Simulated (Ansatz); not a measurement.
# VTe3Mo: the cost of one run

Program: Ansatz 0.2.0. Level of theory: DFT PBE, scalar-relativistic, plane waves, PAW. These are calculated values, not measurements.

### Step 1. The starting structure

Symmetry: Pm-3m, No. 221, cubic system. Conventional cell: a = 5.224 Å, b = 5.224 Å, c = 5.224 Å, α = 90.00°, β = 90.00°, γ = 90.00°. V (site symmetry m-3m) has 12 Te at 3.69 Å as nearest neighbours. Around Te (site symmetry 4/mmm) lie 2 Mo at 2.61 Å and 4 V at 3.69 Å. Mo (site symmetry m-3m) is surrounded by 6 Te at 2.61 Å.

Coordinates:

```xyz
5
Lattice="5.2237 0.0000 0.0000 0.0000 5.2237 0.0000 0.0000 0.0000 5.2237" Properties=species:S:1:pos:R:3 pbc="T T T"
V     0.0000    0.0000    0.0000
Te    0.0000    2.6119    2.6119
Te    2.6119    0.0000    2.6119
Te    2.6119    2.6119    0.0000
Mo    2.6119    2.6119    2.6119
```

Recipe of the guess: random cell by space group and Wyckoff sites (Pm-3m, No. 221). Lengths come from tabulated atomic sizes and are only a guess.

### Step 2. The guess as it stands, on a coarse mesh

Contents of input.yaml:

```yaml
crystal:
  lattice:
    - [5.223748, 0.0, 0.0]
    - [0.0, 5.223748, 0.0]
    - [0.0, 0.0, 5.223748]
  atoms:
    - { symbol: V, position: [0.0, 0.0, 0.0], spin: 2.0 }
    - { symbol: Te, position: [0.0, 0.5, 0.5] }
    - { symbol: Te, position: [0.5, 0.0, 0.5] }
    - { symbol: Te, position: [0.5, 0.5, 0.0] }
    - { symbol: Mo, position: [0.5, 0.5, 0.5] }
basis:
  ecutwfc: 420
kpoints:
  mp_grid: { grid: [4, 4, 4] }
hamiltonian:
  xc: pbe
scf:
  occupations: { method: gaussian, width: 0.1 }
  lower_state_search: "off"
output:
  forces: true
  stress: true
  eigenvalues: true
  populations: true
magnetization:
  spin_polarized: true
```

Command:

```
> ansatz run input.yaml --threads 1 --pin off --max-ram 2560MiB --backend cpu --events-out ev --progress --plain --runs-dir out
```

What time and memory should one allow on 1 thread of Intel Xeon Platinum 8488C (Sapphire Rapids), shared host?

About 19 s, with a peak of 0.53 GiB.
